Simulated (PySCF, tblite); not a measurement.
# C₇H₁₆N₂: infrared bands and NMR shifts

Aim: predict the infrared bands and NMR shifts of C₇H₁₆N₂ (`CCN(C)N1CCCC1`).

The runs use tblite 0.8.0 and PySCF 2.14.0, with density-fitted response routines of our own; the level of theory stands in each step. All values are computed, except where a source is named. Atoms count from 0, in the outputs and in this text.

## (1) Starting geometry

25 atoms, charge 0, multiplicity 1; geometry from: GFN2-xTB.

Bonds of the start (Å): C0–C1 1.52, C1–N2 1.45, N2–C3 1.45, N2–N4 1.40, N4–C5 1.47, C5–C6 1.53, C6–C7 1.53, C7–C8 1.52, C8–N4 1.45, C0–H9 1.09, C0–H10 1.09, C0–H11 1.09, C1–H12 1.10, C1–H13 1.09, C3–H14 1.10, C3–H15 1.09, C3–H16 1.09, C5–H17 1.09, C5–H18 1.10, C6–H19 1.09, C6–H20 1.09, C7–H21 1.09, C7–H22 1.09, C8–H23 1.10, C8–H24 1.09.

## (2) Harmonic vibrations with GFN2-xTB

What the job is given:

```
{"job": {"kind": "ir", "xc": "GFN2-xTB", "basis": "xTB"}, "charge": 0, "multiplicity": 1}
C     -2.707329     0.732828    -0.083916
C     -2.083105    -0.635026     0.149699
N     -0.802277    -0.507361     0.825952
C     -0.289302    -1.792498     1.275548
N      0.075794     0.297545     0.092657
C      0.820302    -0.278747    -1.035594
C      2.263400     0.203282    -0.876142
C      2.104418     1.466299    -0.031527
C      0.986699     1.069459     0.923690
H     -3.672954     0.625463    -0.571817
H     -2.841863     1.243386     0.865358
H     -2.054756     1.334462    -0.709439
H     -1.982283    -1.168299    -0.812192
H     -2.730103    -1.231079     0.798787
H     -0.302645    -2.570788     0.497422
H      0.731906    -1.669952     1.632163
H     -0.905390    -2.133520     2.107236
H      0.756304    -1.370263    -1.060642
H      0.383335     0.106123    -1.965677
H      2.853498    -0.535742    -0.330485
H      2.746411     0.391439    -1.833249
H      1.778850     2.296428    -0.658574
H      3.018784     1.749412     0.486481
H      1.389050     0.476629     1.759593
H      0.452322     1.924665     1.342493
```

**Question.** This job is followed by: GIAO PBE0/pcSseg-1 NMR shielding, non-relativistic, gas phase. What will the session give for the following? strongest single infrared mode (GFN2-xTB); zero-point energy (GFN2-xTB); 13C shifts against TMS (PBE0/pcSseg-1, means over atoms taken as alike); 1H shifts against TMS (PBE0/pcSseg-1, means over atoms taken as alike); 15N shifts against NH3 (PBE0/pcSseg-1).

**Answer**, as computed:

| quantity | value |
| --- | --- |
| strongest single infrared mode (GFN2-xTB) | 2852 cm⁻¹, 92 km/mol |
| zero-point energy (GFN2-xTB) | 141.2 kcal/mol |
| 13C shifts against TMS (PBE0/pcSseg-1, means over atoms taken as alike) | 54.3, 47.4, 34.1, 28.1, 15.2 ppm |
| 1H shifts against TMS (PBE0/pcSseg-1, means over atoms taken as alike) | 2.88, 2.38, 2.30, 1.67, 1.30 ppm |
| 15N shifts against NH3 (PBE0/pcSseg-1) | 95.3, 94.1 ppm |

No mode is imaginary among the 69: a minimum at this level. The strongest single mode, at 2852 cm⁻¹, moves mainly H14. Unscaled tight-binding wavenumbers are off by several per cent, some by more. Its intensities can rank the bands wrongly. At PBE0/pcSseg-1: The largest span, 178 ppm, is at N4, where the paramagnetic term is -151 ppm.
